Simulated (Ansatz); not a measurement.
I need a single point in a Gaussian basis of C₃H₁₀OSi, SMILES CC(C)(O)[SiH3]. Use the Python package of Ansatz (0.2.0). Use: MP2, def2-SVP basis, multiplicity 1.

| atom | x (Å) | y (Å) | z (Å) |
| --- | --- | --- | --- |
| C | -1.0016 | 0.3695 | 0.9893 |
| C | -0.1045 | -0.3068 | -0.0015 |
| C | 1.2889 | -0.3298 | 0.5767 |
| O | -0.4724 | -1.6644 | -0.0932 |
| Si | -0.0970 | 0.5973 | -1.7581 |
| H | -1.0581 | -0.0715 | 1.9510 |
| H | -0.7382 | 1.4629 | 1.1385 |
| H | -2.0453 | 0.4065 | 0.6054 |
| H | 1.3340 | -0.8212 | 1.6050 |
| H | 1.7327 | 0.6773 | 0.7509 |
| H | 1.9950 | -0.8960 | -0.0339 |
| H | -0.5031 | -2.0537 | 0.8200 |
| H | 0.3235 | 2.0287 | -1.5605 |
| H | 0.8012 | -0.0732 | -2.6612 |
| H | -1.4769 | 0.6238 | -2.2990 |

`energy_c3h10osi.py`:
```python
'''Single point of C3H10OSi in a Gaussian basis.'''

from pathlib import Path
import logging
import sys

import ansatz as az
import numpy as np
import pandas as pd

logging.basicConfig(stream=sys.stdout, format='%(levelname)s:%(name)s:%(message)s')
log = logging.getLogger('ansatz_job')
log.setLevel(logging.INFO)

GEOMETRY = '''
C    -1.00160    0.36950    0.98930
C    -0.10450   -0.30680   -0.00150
C     1.28890   -0.32980    0.57670
O    -0.47240   -1.66440   -0.09320
Si   -0.09700    0.59730   -1.75810
H    -1.05810   -0.07150    1.95100
H    -0.73820    1.46290    1.13850
H    -2.04530    0.40650    0.60540
H     1.33400   -0.82120    1.60500
H     1.73270    0.67730    0.75090
H     1.99500   -0.89600   -0.03390
H    -0.50310   -2.05370    0.82000
H     0.32350    2.02870   -1.56050
H     0.80120   -0.07320   -2.66120
H    -1.47690    0.62380   -2.29900
'''


def main() -> None:
    c3h10osi = az.Crystal.molecule()
    for line in GEOMETRY.strip().splitlines():
        symbol, *xyz = line.split()
        c3h10osi = c3h10osi.atom(symbol, [float(v) for v in xyz])

    calc = c3h10osi.calculation()
    calc = calc.basis(gaussian='def2-SVP')
    calc = calc.correlation('MP2')
    calc = calc.forces()
    calc = calc.orbitals()
    res = calc.run(threads=1, runs_dir='c3h10osi_runs')
    report = res.report

    for key in ('converged', 'free_energy_ev', 'reference_energy_ev', 'n_frozen', 'n_occupied', 'n_virtual'):
        log.info(f'{key:22s} {report[key]}')

    parts = report['correlation']
    for name in ('random_phase', 'coupled_cluster', 'perturbative'):
        if name in parts:
            log.info(f'{name:16s} {parts[name]["energy"]["hartree"]:12.7f} Ha')
    if 'second_order' in parts:
        pair = parts['second_order']
        log.info(f'MP2 same spin {pair["same_spin"]["hartree"]:.7f} Ha, opposite spin {pair["opposite_spin"]["hartree"]:.7f} Ha')

    state = report['mean_field']['state']
    log.info(f'mean field: {state["energy"]["hartree"]:.7f} Ha, <S^2> = {abs(state["spin_squared"]):.4f}, stability: {state.get("stability", {}).get("kind")}')

    symbols = [site.symbol for site in c3h10osi.cartesian_sites]
    forces = np.array(report['forces_ev_ang'])
    print('largest force', round(float(np.linalg.norm(forces, axis=1).max()), 4), 'eV/A, rms', round(float(np.sqrt((forces ** 2).mean())), 4))

    charges = report['charge_distribution']
    table = pd.DataFrame({'atom': symbols, 'mulliken': charges['mulliken_charges_e'], 'lowdin': charges['lowdin_charges_e']})
    print(table.round(3).to_string())
    print('dipole (e A):', np.round(charges['dipole_moment_e_ang'], 4) + 0.0)

    lines = Path(report['orbitals_path']).read_text().splitlines()
    field_of = lambda key: [line.split('=')[1].strip() for line in lines if line.startswith(key)]
    orbitals = [(27.211386 * float(e), s, float(n)) for e, s, n in zip(field_of('Ene='), field_of('Spin='), field_of('Occup='))]
    homo = max(e for e, _, n in orbitals if n > 0.5)
    lumo = min(e for e, _, n in orbitals if n < 0.5)
    log.info(f'HOMO {homo:.3f} eV, LUMO {lumo:.3f} eV, gap {lumo - homo:.3f} eV')


if __name__ == '__main__':
    main()
```

Running `python energy_c3h10osi.py` prints:
```text
INFO:ansatz_job:converged              True
INFO:ansatz_job:free_energy_ev         -13161.711822824216
INFO:ansatz_job:reference_energy_ev    -13141.90409908931
INFO:ansatz_job:n_frozen               9
INFO:ansatz_job:n_occupied             [16, 16]
INFO:ansatz_job:n_virtual              [99, 99]
INFO:ansatz_job:MP2 same spin -0.1638443 Ha, opposite spin -0.5640761 Ha
INFO:ansatz_job:mean field: -482.9560677 Ha, <S^2> = 0.0000, stability: minimum
largest force 3.7734 eV/A, rms 0.8706
   atom  mulliken  lowdin
0     C    -0.009   0.004
1     C    -0.233  -0.260
2     C    -0.027  -0.011
3     O    -0.371   0.090
4    Si     0.594   0.424
5     H     0.013  -0.016
6     H     0.038   0.019
7     H     0.044   0.008
8     H     0.018   0.004
9     H     0.031   0.006
10    H     0.045  -0.001
11    H     0.188   0.001
12    H    -0.111  -0.090
13    H    -0.110  -0.089
14    H    -0.111  -0.090
dipole (e A): [0.0671 0.0921 0.3069]
INFO:ansatz_job:HOMO -11.242 eV, LUMO 4.198 eV, gap 15.440 eV
```

Total energies depend on the basis set; only differences at equal settings carry meaning. The geometry is a force-field or estimated start, not a minimum of this method, and the basis set is short of its limit. The Löwdin charges here are taken after orthogonalising the functions within each atom; they differ from plain Löwdin charges, and their signs can be unphysical. Levels such as HOMO and LUMO are orbital energies: in Hartree-Fock the gap is too wide and the LUMO hangs on the basis. S² is that of the Hartree-Fock reference. Wall time of the script: 7.7 s on 1 thread of AMD EPYC 7B13 (Zen 3) (shared host), peak memory 0.45 GiB.
